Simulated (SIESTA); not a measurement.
**Fe2Ge under changes of volume**

One of the cells (13.407 Å³/atom); the others are scaled copies at fixed shape and fractional positions:

```xyz
3
Lattice="4.1912 0.0000 0.0000 -2.0956 3.6297 0.0000 0.0000 0.0000 2.6439" Properties=species:S:1:pos:R:3 pbc="T T T"
Ge    0.0000    0.0000    0.0000
Fe    0.0000    2.4198    1.3219
Fe    2.0956    1.2099    1.3219
```

The cell comes from a database or a generator and needn't be the stable form of this composition.

```yaml
Program: SIESTA 5.4.2
Functional: PBEsol
Potentials_or_basis: PseudoDojo 0.4 standard (PBEsol files)
Basis: DZP (energy shift 0.003 Ry; two zetas on semicore shells)
Grid_cutoff: 800 Ry
Energy_shift: 0.003 Ry
k_mesh: 7 × 7 × 10
Occupations: fermi-dirac, width 0.05 eV
Spin: collinear spin, ferromagnetic start
Starting_moments: "[0.0, 3.0, 3.0] μB"
```

```csv
volume (Å³/atom),energy over the lowest point (meV/atom),pressure (GPa),moment (μB per cell)
12.355,2.87,2.8,4.84
12.618,0.00,0.1,4.98
12.881,1.82,-2.7,5.08
13.407,19.08,-7.7,5.24
13.670,?,?,?
13.933,50.63,-11.8,5.34
```

Question: What does the run at 13.670 Å³/atom give?

Answer: Energy over the lowest point 33.05 meV/atom; pressure -9.6 GPa; moment 5.29 μB per cell.

Worked out: A Birch-Murnaghan fit of order 3 (a polynomial in V^(-2/3)) to the other rows has its minimum at 12.64 Å³/atom with B0 = V·E''(V) = 146 GPa and B' = 4.4 at fixed shape and positions, which overstates the stiffness. It gives 33.23 meV/atom at 13.670 Å³/atom, against the run's 33.05, and -dE/dV = -9.7 GPa, against -9.6. A parabola through the other rows of the moment, of slope 0.177 μB per Å³/atom there, gives 5.30 μB, against the run's 5.29.

Energies are extrapolated to zero smearing.

Caveats: short orbitals over semicore shells can move pressures by several GPa; the basis of atomic orbitals isn't converged, which shifts pressures, moduli and gaps.
